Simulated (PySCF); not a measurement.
# C₃H₇AlO: NMR shifts at several levels of theory, part 2 of 2

PySCF 2.14.0. Atoms count from 0. Earlier steps stand in the parts before.

**8. Nuclear shieldings: wB97X-D/pcSseg-2**

What the job is given:

```
{"job": {"kind": "nmr", "xc": "wB97X-D", "basis": "pcSseg-2", "pop": false}, "charge": 0, "multiplicity": 1}
C     -2.629501     0.015298    -0.092694
C     -1.690001    -0.862835     0.272582
O     -0.378472    -0.623966     0.390934
Al     0.834649     0.435470    -0.219113
C      2.601454     0.216060     0.556161
H     -3.673419    -0.296745    -0.146318
H     -2.387750     1.051619    -0.344488
H     -1.962358    -1.895860     0.529275
H      0.432169     1.461359    -1.359473
H      2.942892    -0.826844     0.443338
H      3.352463     0.870910     0.087668
H      2.594509     0.427560     1.638443
```

With the program's defaults for keys left out, this is: GIAO wB97X-D/pcSseg-2 NMR shielding, non-relativistic, gas phase.

The program printed:

```text
coarse grid: 10312 points
cycle   1  E = -436.1158567655  dE =  3.580e-01  |g| = 7.567e-01  |ddm| = 2.321e+00
cycle   2  E = -436.0803810557  dE =  3.548e-02  |g| = 9.211e-01  |ddm| = 7.911e-01
cycle   3  E = -436.2240145096  dE = -1.436e-01  |g| = 9.813e-02  |ddm| = 4.628e-01
cycle   4  E = -436.2258398885  dE = -1.825e-03  |g| = 4.104e-02  |ddm| = 7.865e-02
cycle   5  E = -436.2262664440  dE = -4.266e-04  |g| = 8.573e-03  |ddm| = 3.736e-02
cycle   6  E = -436.2262853158  dE = -1.887e-05  |g| = 2.656e-03  |ddm| = 9.650e-03
cycle   7  E = -436.2262876325  dE = -2.317e-06  |g| = 6.237e-04  |ddm| = 4.028e-03
final grid: 94328 points
cycle   8  E = -436.2295435791  dE = -1.756e-04  |g| = 4.665e-03  |ddm| = 4.048e-02
cycle   9  E = -436.2295464794  dE = -2.900e-06  |g| = 3.291e-03  |ddm| = 6.460e-03
cycle  10  E = -436.2295488705  dE = -2.391e-06  |g| = 3.929e-04  |ddm| = 1.933e-03
cycle  11  E = -436.2295489223  dE = -5.181e-08  |g| = 1.502e-04  |ddm| = 6.472e-04
cycle  12  E = -436.2295489275  dE = -5.149e-09  |g| = 4.476e-05  |ddm| = 1.271e-04
cycle  13  E = -436.2295489281  dE = -6.627e-10  |g| = 1.553e-05  |ddm| = 7.598e-05
converged SCF energy = -436.2295489281

GIAO shielding tensors (ppm)
atom      isotropic    diamagn.    paramagn.     s11        s22        s33       span
  0 C       86.281     256.438    -170.157    -19.635    123.782    154.695    174.330
  1 C       20.269     246.377    -226.109    -99.274     57.169    102.911    202.185
  2 O      164.074     396.866    -232.792     52.676    157.977    281.569    228.893
  3 Al     366.966     795.886    -428.920    266.722    348.822    485.354    218.632
  4 C      196.223     243.952     -47.729    194.030    196.421    198.217      4.187
  5 H       27.166      28.749      -1.583     25.417     26.169     29.911      4.495
  6 H       26.771      32.875      -6.103     24.319     25.705     30.289      5.970
  7 H       24.543      28.999      -4.456     21.572     24.548     27.510      5.938
  8 H       26.370      30.173      -3.803     22.719     25.139     31.253      8.534
  9 H       31.638      29.907       1.731     27.430     29.052     38.432     11.002
 10 H       31.775      28.870       2.905     28.001     28.266     39.059     11.058
 11 H       31.598      29.845       1.753     27.549     28.947     38.298     10.750
```

Run time: 46 s. Hardware: 1 thread of Arm Neoverse V1, shared host; peak memory 1.2 GiB.

Key values: δ C1 164.1, C0 98.1, C4 -11.8, O2 162.8, H7 6.81, H8 4.99 ppm.

**9. NMR shieldings: LC-wPBE/pcSseg-2**

The job, as its differences from that of step 8:

```diff
@@ -1,2 +1,2 @@
-{"job": {"kind": "nmr", "xc": "wB97X-D", "basis": "pcSseg-2", "pop": false}, "charge": 0, "multiplicity": 1}
+{"job": {"kind": "nmr", "xc": "LC-wPBE", "basis": "pcSseg-2", "pop": false}, "charge": 0, "multiplicity": 1}
 C     -2.629501     0.015298    -0.092694
```

With the program's defaults for keys left out, this is: GIAO LC-wPBE/pcSseg-2 NMR shielding, non-relativistic, gas phase.

The program printed:

```text
coarse grid: 10312 points
cycle   1  E = -435.9873951757  dE =  3.879e-01  |g| = 7.310e-01  |ddm| = 2.303e+00
cycle   2  E = -435.9810156567  dE =  6.380e-03  |g| = 8.177e-01  |ddm| = 6.868e-01
cycle   3  E = -436.0890241873  dE = -1.080e-01  |g| = 7.938e-02  |ddm| = 3.821e-01
cycle   4  E = -436.0903074764  dE = -1.283e-03  |g| = 3.827e-02  |ddm| = 7.571e-02
cycle   5  E = -436.0906895158  dE = -3.820e-04  |g| = 7.926e-03  |ddm| = 3.590e-02
cycle   6  E = -436.0907060916  dE = -1.658e-05  |g| = 2.096e-03  |ddm| = 9.824e-03
cycle   7  E = -436.0907077984  dE = -1.707e-06  |g| = 7.183e-04  |ddm| = 3.759e-03
final grid: 94328 points
cycle   8  E = -436.0928644979  dE = -1.027e-04  |g| = 6.170e-03  |ddm| = 2.958e-02
cycle   9  E = -436.0928673097  dE = -2.812e-06  |g| = 4.187e-03  |ddm| = 4.262e-03
cycle  10  E = -436.0928699956  dE = -2.686e-06  |g| = 8.351e-04  |ddm| = 2.098e-03
cycle  11  E = -436.0928701140  dE = -1.184e-07  |g| = 3.186e-04  |ddm| = 4.593e-04
cycle  12  E = -436.0928701327  dE = -1.875e-08  |g| = 5.905e-05  |ddm| = 2.146e-04
cycle  13  E = -436.0928701336  dE = -8.872e-10  |g| = 1.387e-05  |ddm| = 5.513e-05
converged SCF energy = -436.0928701336

GIAO shielding tensors (ppm)
atom      isotropic    diamagn.    paramagn.     s11        s22        s33       span
  0 C       85.655     255.646    -169.990    -26.386    124.143    159.208    185.594
  1 C       19.680     245.251    -225.572   -107.466     58.959    107.547    215.013
  2 O      180.102     395.738    -215.636     74.592    172.858    292.856    218.264
  3 Al     362.251     795.421    -433.169    262.192    344.056    480.506    218.314
  4 C      199.854     244.110     -44.256    198.074    200.344    201.145      3.070
  5 H       27.003      29.013      -2.011     25.229     26.014     29.766      4.537
  6 H       26.664      32.754      -6.091     24.099     25.539     30.353      6.254
  7 H       24.483      29.144      -4.661     21.480     24.408     27.562      6.082
  8 H       26.427      30.028      -3.600     22.771     25.194     31.317      8.546
  9 H       31.607      30.000       1.607     27.280     28.901     38.640     11.360
 10 H       31.743      29.184       2.559     27.815     28.107     39.306     11.491
 11 H       31.571      29.943       1.628     27.409     28.794     38.509     11.101
```

Wall time 57 s (1 thread of Arm Neoverse V1, shared host); peak memory 1.1 GiB.

This run: δ C1 168.6, C0 102.6, C4 -11.6, O2 152.5, H7 6.83, H8 4.89 ppm.

**10. Shielding tensors: PBE0/6-31G**

The job, as its differences from that of step 9:

```diff
@@ -1,2 +1,2 @@
-{"job": {"kind": "nmr", "xc": "LC-wPBE", "basis": "pcSseg-2", "pop": false}, "charge": 0, "multiplicity": 1}
+{"job": {"kind": "nmr", "xc": "PBE0", "basis": "6-31G", "pop": true}, "charge": 0, "multiplicity": 1}
 C     -2.629501     0.015298    -0.092694
```

With the program's defaults for keys left out, this is: GIAO PBE0/6-31G NMR shielding, non-relativistic, gas phase.

The program printed:

```text
coarse grid: 10312 points
cycle   1  E = -435.7055995145  dE =  3.941e-01  |g| = 7.238e-01  |ddm| = 3.014e+00
cycle   2  E = -435.5192842240  dE =  1.863e-01  |g| = 1.191e+00  |ddm| = 1.605e+00
cycle   3  E = -435.8134006588  dE = -2.941e-01  |g| = 1.809e-01  |ddm| = 1.123e+00
cycle   4  E = -435.8206970310  dE = -7.296e-03  |g| = 5.396e-02  |ddm| = 2.046e-01
cycle   5  E = -435.8213898258  dE = -6.928e-04  |g| = 1.982e-02  |ddm| = 5.920e-02
cycle   6  E = -435.8214936618  dE = -1.038e-04  |g| = 2.472e-03  |ddm| = 1.868e-02
cycle   7  E = -435.8214956169  dE = -1.955e-06  |g| = 6.457e-04  |ddm| = 3.655e-03
final grid: 94328 points
cycle   8  E = -435.7719802346  dE = -2.332e-06  |g| = 8.514e-03  |ddm| = 1.418e-02
cycle   9  E = -435.7719592060  dE =  2.103e-05  |g| = 1.321e-02  |ddm| = 1.679e-02
cycle  10  E = -435.7719962117  dE = -3.701e-05  |g| = 1.822e-03  |ddm| = 1.125e-02
cycle  11  E = -435.7719970467  dE = -8.350e-07  |g| = 1.809e-04  |ddm| = 1.797e-03
cycle  12  E = -435.7719970549  dE = -8.150e-09  |g| = 5.902e-05  |ddm| = 2.113e-04
cycle  13  E = -435.7719970557  dE = -8.788e-10  |g| = 2.012e-05  |ddm| = 7.832e-05
converged SCF energy = -435.7719970557

GIAO shielding tensors (ppm)
atom      isotropic    diamagn.    paramagn.     s11        s22        s33       span
  0 C      107.942     258.889    -150.947     15.712    138.495    169.619    153.906
  1 C       53.099     245.496    -192.397    -47.583     80.251    126.630    174.213
  2 O      154.182     406.239    -252.057     20.972    136.789    304.784    283.812
  3 Al     422.817     797.039    -374.222    331.219    416.539    520.693    189.474
  4 C      204.770     252.014     -47.244    198.346    205.171    210.794     12.448
  5 H       28.410      28.663      -0.253     26.580     27.379     31.271      4.691
  6 H       27.859      32.447      -4.588     25.500     26.560     31.517      6.017
  7 H       25.601      27.919      -2.318     22.489     26.588     27.727      5.238
  8 H       26.359      30.237      -3.878     23.117     24.417     31.543      8.426
  9 H       32.620      29.992       2.627     27.764     29.959     40.136     12.371
 10 H       32.659      29.671       2.987     28.444     29.437     40.095     11.650
 11 H       32.591      29.999       2.592     27.906     29.846     40.020     12.114
```

Wall time 5.1 s (1 thread of Arm Neoverse V1, shared host); peak memory 0.52 GiB.

This run: δ C1 146.4, C0 91.6, C4 -5.2, O2 164.3, H7 7.01, H8 6.25 ppm.

**11. NMR shieldings: PBE0/STO-3G**

The job, as its differences from that of step 10:

```diff
@@ -1,2 +1,2 @@
-{"job": {"kind": "nmr", "xc": "PBE0", "basis": "6-31G", "pop": true}, "charge": 0, "multiplicity": 1}
+{"job": {"kind": "nmr", "xc": "PBE0", "basis": "STO-3G", "pop": true}, "charge": 0, "multiplicity": 1}
 C     -2.629501     0.015298    -0.092694
```

Method: GIAO PBE0/STO-3G NMR shielding, non-relativistic, gas phase.

The program printed:

```text
coarse grid: 10312 points
cycle   1  E = -430.4079582177  dE =  2.692e-01  |g| = 5.976e-01  |ddm| = 4.235e+00
cycle   2  E = -430.2325047161  dE =  1.755e-01  |g| = 1.043e+00  |ddm| = 2.013e+00
cycle   3  E = -430.5227822816  dE = -2.903e-01  |g| = 1.668e-01  |ddm| = 1.294e+00
cycle   4  E = -430.5302423406  dE = -7.460e-03  |g| = 6.462e-02  |ddm| = 2.927e-01
cycle   5  E = -430.5315381859  dE = -1.296e-03  |g| = 1.539e-02  |ddm| = 9.463e-02
cycle   6  E = -430.5316096393  dE = -7.145e-05  |g| = 1.578e-03  |ddm| = 2.038e-02
cycle   7  E = -430.5316105486  dE = -9.093e-07  |g| = 4.304e-04  |ddm| = 2.996e-03
final grid: 94328 points
cycle   8  E = -430.4979769984  dE = -1.604e-06  |g| = 5.790e-03  |ddm| = 1.518e-02
cycle   9  E = -430.4979662480  dE =  1.075e-05  |g| = 8.184e-03  |ddm| = 1.766e-02
cycle  10  E = -430.4979866262  dE = -2.038e-05  |g| = 1.263e-03  |ddm| = 1.146e-02
cycle  11  E = -430.4979871392  dE = -5.130e-07  |g| = 1.229e-04  |ddm| = 1.675e-03
cycle  12  E = -430.4979871438  dE = -4.589e-09  |g| = 2.260e-05  |ddm| = 1.828e-04
cycle  13  E = -430.4979871440  dE = -1.670e-10  |g| = 7.988e-06  |ddm| = 4.485e-05
converged SCF energy = -430.4979871440

GIAO shielding tensors (ppm)
atom      isotropic    diamagn.    paramagn.     s11        s22        s33       span
  0 C      148.062     254.514    -106.452     62.743    166.799    214.645    151.902
  1 C      113.518     254.115    -140.598     35.536    132.736    172.281    136.745
  2 O      262.600     384.479    -121.879     79.258    235.365    473.178    393.919
  3 Al     381.431     783.980    -402.550    289.812    422.949    431.531    141.719
  4 C      236.272     246.517     -10.245    229.683    236.759    242.374     12.692
  5 H       28.480      29.807      -1.327     26.408     26.842     32.191      5.784
  6 H       28.828      33.181      -4.353     26.334     26.998     33.153      6.819
  7 H       26.631      30.355      -3.724     24.384     26.489     29.019      4.635
  8 H       29.497      33.017      -3.519     26.705     27.955     33.832      7.127
  9 H       32.665      30.418       2.247     27.868     29.601     40.526     12.658
 10 H       32.557      29.216       3.341     28.030     29.264     40.377     12.347
 11 H       32.693      30.425       2.268     28.096     29.504     40.477     12.381
```

Run time: 2.9 s. Hardware: 1 thread of Arm Neoverse V1, shared host; peak memory 0.52 GiB.

In short: δ C1 121.2, C0 86.6, C4 -1.6, O2 79.1, H7 5.97, H5 4.12 ppm.

**12. Comparing the runs: NMR shifts**

Shifts (ppm) of some atoms, chosen among heavy atoms and hydrogens apart, with basis size and wall time:

```
               run     C1     C0     C4    H7    H8     O2    Al3  functions   time
     PBE0/pcSseg-2  162.7   97.1  -11.7  6.83  5.09  173.8  122.0        285   36 s
 mPW1PW91/pcSseg-2  162.7   97.3  -11.7  6.81  5.04  171.6  119.8        285   36 s
     WP04/pcSseg-2  161.2   97.6  -12.1  6.48  4.10  150.1   92.8        285   38 s
    B97-2/pcSseg-2  159.5   94.8  -11.9  6.79  4.93  167.0  115.0        285   36 s
BHandHLYP/pcSseg-2  164.0   97.3  -11.7  6.75  4.83  153.2  115.5        285   36 s
CAM-B3LYP/pcSseg-2  166.2   98.7  -11.9  6.86  5.01  169.3  126.3        285   49 s
  wB97X-D/pcSseg-2  164.1   98.1  -11.8  6.81  4.99  162.8  120.0        285   46 s
  LC-wPBE/pcSseg-2  168.6  102.6  -11.6  6.83  4.89  152.5  122.6        285   57 s
        PBE0/6-31G  146.4   91.6   -5.2  7.01  6.25  164.3  119.8         63  5.1 s
       PBE0/STO-3G  121.2   86.6   -1.6  5.97  3.11   79.1   93.6         36  2.9 s
```

**13. Outcome**

The summary covers parts 1 to 2.

| quantity | value |
| --- | --- |
| 13C shifts against TMS (PBE0/pcSseg-2) | 162.7, 97.1, -11.7 ppm |
| 1H shifts against TMS (PBE0/pcSseg-2, means over atoms taken as alike) | 6.83, 5.09, 4.57, 4.17, -0.32 ppm |
| 17O shifts against H2O (PBE0/pcSseg-2) | 173.8 ppm |
| 27Al shifts against AlH4- (PBE0/pcSseg-2) | 122.0 ppm |
| range of the shift of Al3 (minimal bases aside) | 92.8 to 126.3 ppm |
| property runs in this session | 10, of which 0 failed and 1 gave unsound results |

**Reading.** Single values in the summary come from the first sound run of each kind (PBE0/pcSseg-2), which need not be the best level. C1 (alkene carbon bearing oxygen) lies farthest downfield among carbon, at 162.7 ppm; an sp2 carbon further deshielded by the attached heteroatom. H7 (hydrogen on an alkene carbon bearing oxygen) lies farthest downfield among hydrogen, at 6.83 ppm; olefinic region. At PBE0/pcSseg-2: The widest tensor belongs to O2: span 237 ppm, with a paramagnetic part of -243 ppm. Leaving out the minimal-basis runs, which are unusable for shieldings: Across the 9 runs the shift of Al3 moves most, between 92.8 (WP04/pcSseg-2) and 126.3 ppm (CAM-B3LYP/pcSseg-2).
